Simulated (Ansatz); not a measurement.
# Al2TlN3: the cost of one run

Method: DFT r2SCAN, scalar-relativistic, plane waves, PAW, in Ansatz 0.2.0.

**1. The structure to begin with**

Symmetry: Cm, No. 8, monoclinic system. Conventional cell: a = 11.475 Å, b = 3.131 Å, c = 7.413 Å, α = 90.00°, β = 104.81°, γ = 90.00°. Al (site symmetry m) has 4 N at 1.88 to 1.91 Å as nearest neighbours. Al (site symmetry m) is surrounded by 4 N at 1.89 to 1.90 Å. Around Al (site symmetry m) lie 4 N at 1.90 Å. Ga (site symmetry m) is surrounded by 4 N at 1.93 to 1.96 Å. Around N (site symmetry m) lie 3 Al at 1.90 Å and 1 Ga at 1.96 Å. Only part of the 12 independent sites is listed.

Coordinates:

```xyz
12
Lattice="5.7374 -1.5656 0.0001 5.7374 1.5656 0.0001 -1.8953 0.0000 7.1670" Properties=species:S:1:pos:R:3 pbc="T T T"
Al   10.0966    0.0000    2.7902
Al    8.7276    0.0000    5.5672
Al    1.7167    0.0000    3.1856
Al    6.1427    0.0000    0.8112
Ga    3.0713    0.0000    0.4130
Ga    5.6278    0.0000    5.1727
N     1.3423    0.0000    1.3262
N     3.9096    0.0000    6.1109
N     8.4139    0.0000    3.6916
N     7.0647    0.0000    6.4611
N     0.0231    0.0000    4.0442
N     4.4870    0.0000    1.7436
```

It goes back to an entry of the Materials Project, which need not be the stable form.

This cell was relaxed beforehand with the same method: volume 10.73 Å³/atom, gap on the mesh 3.89 eV.

**2. Swap Ga → Tl**

Al2TlN3 starts from the relaxed positions of Al2GaN3, with all lengths scaled by 1.025, a guess from tabulated radii.

**3. Quick check of gap, pressure and forces (Al2TlN3)**

File input.yaml:

```yaml
crystal:
  lattice:
    - [5.8821561063, -1.6051219731, 8.26768e-05]
    - [5.8821561063, 1.6051219731, 8.26768e-05]
    - [-1.9431513499, 0.0, 7.34784269]
  atoms:
    - { symbol: Al, position: [0.9441952135, 0.9441952135, 0.3892898896] }
    - { symbol: Al, position: [0.8888879353, 0.8888879353, 0.7767651279] }
    - { symbol: Al, position: [0.2230177659, 0.2230177659, 0.4444718661] }
    - { symbol: Al, position: [0.5540134091, 0.5540134091, 0.113166586] }
    - { symbol: Tl, position: [0.2771705069, 0.2771705069, 0.057621194] }
    - { symbol: Tl, position: [0.6096607455, 0.6096607455, 0.7217208378] }
    - { symbol: "N", position: [0.1475416019, 0.1475416019, 0.1850385135] }
    - { symbol: "N", position: [0.4815388576, 0.4815388576, 0.852625693] }
    - { symbol: "N", position: [0.8183278141, 0.8183278141, 0.5150645276] }
    - { symbol: "N", position: [0.7645750432, 0.7645750432, 0.9014880047] }
    - { symbol: "N", position: [0.0952197704, 0.0952197704, 0.5642807386] }
    - { symbol: "N", position: [0.4312163366, 0.4312163366, 0.2432680112] }
basis:
  ecutwfc: 500
kpoints:
  mp_grid: { grid: [6, 6, 4] }
hamiltonian:
  xc: r2scan
scf:
  occupations: { method: gaussian, width: 0.1 }
output:
  forces: true
  stress: true
  eigenvalues: true
```

Command:

```console
> ansatz run input.yaml --threads 2 --pin off --max-ram 5120MiB --backend cpu --events-out ev --progress --plain --runs-dir out
```

Q: Estimate wall time and peak memory on 2 threads of Arm Neoverse V2, shared host.

About 31 s, with a peak of 0.98 GiB.
